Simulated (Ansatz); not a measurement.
# WSeS: the cost of one run

Method: DFT LDA without U, plane waves, PAW, no spin–orbit coupling unless a run says so, in Ansatz 0.2.0.

### Step 1. The system as given

The structure is trigonal, space group P-3m1 (No. 164). Conventional cell: a = 3.248 Å, b = 3.248 Å, c = 13.459 Å, α = 90.00°, β = 90.00°, γ = 120.00°. S (site symmetry 3m) is surrounded by 3 W at 2.42 Å. Around Se (site symmetry 3m) lie 3 W at 2.53 Å. W (site symmetry 3m) has 3 S at 2.42 Å and 3 Se at 2.53 Å as nearest neighbours.

Structure file:

```cif
data_structure
_symmetry_space_group_name_H-M 'P 1'
_symmetry_Int_Tables_number 1
_cell_length_a 3.2481
_cell_length_b 3.2481
_cell_length_c 13.4588
_cell_angle_alpha 90.000
_cell_angle_beta 90.000
_cell_angle_gamma 120.000
_cell_volume 122.97
loop_
_atom_site_label
_atom_site_type_symbol
_atom_site_fract_x
_atom_site_fract_y
_atom_site_fract_z
_atom_site_occupancy
S1 S 0.66667 0.33333 0.37024 1
S2 S 0.33333 0.66667 0.62976 1
Se1 Se 0.33333 0.66667 0.86928 1
Se2 Se 0.66667 0.33333 0.13072 1
W1 W 0.33333 0.66667 0.25685 1
W2 W 0.66667 0.33333 0.74315 1
```

Magnetic order typed: opposed in the cell.

### Step 2. From atoms, symmetry kept, no search

input.yaml

```yaml
crystal:
  lattice:
    - [3.24811322, 0.0, 0.0]
    - [-1.62405661, 2.81294856, 0.0]
    - [0.0, 0.0, 13.45876355]
  atoms:
    - { symbol: S, position: [0.6666666667, 0.3333333333, 0.37023793] }
    - { symbol: S, position: [0.3333333333, 0.6666666667, 0.62976207] }
    - { symbol: Se, position: [0.3333333333, 0.6666666667, 0.86927589] }
    - { symbol: Se, position: [0.6666666667, 0.3333333333, 0.13072411] }
    - { symbol: W, position: [0.3333333333, 0.6666666667, 0.25684664], spin: 2.0 }
    - { symbol: W, position: [0.6666666667, 0.3333333333, 0.74315336], spin: -2.0 }
basis:
  ecutwfc: 420
  ecutrho_ratio: 4
kpoints:
  mp_grid: { grid: [7, 7, 2] }
hamiltonian:
  xc: lda
scf:
  occupations: { method: gaussian, width: 0.05 }
  lower_state_search: "off"
  max_iter: 150
output:
  forces: true
  stress: true
  eigenvalues: true
  populations: true
  hubbard: { sites: [{ site: 4, l: d }, { site: 5, l: d }] }
magnetization:
  spin_polarized: true
```

Started as:

```sh
$ ansatz run input.yaml --threads 4 --pin off --max-ram 6144MiB --backend cpu --events-out ev --progress --plain --runs-dir out
```

Q: Estimate wall time and peak memory on 4 threads of Arm Neoverse V1, shared host.

About 9.7 s, with a peak of 0.5 GiB.
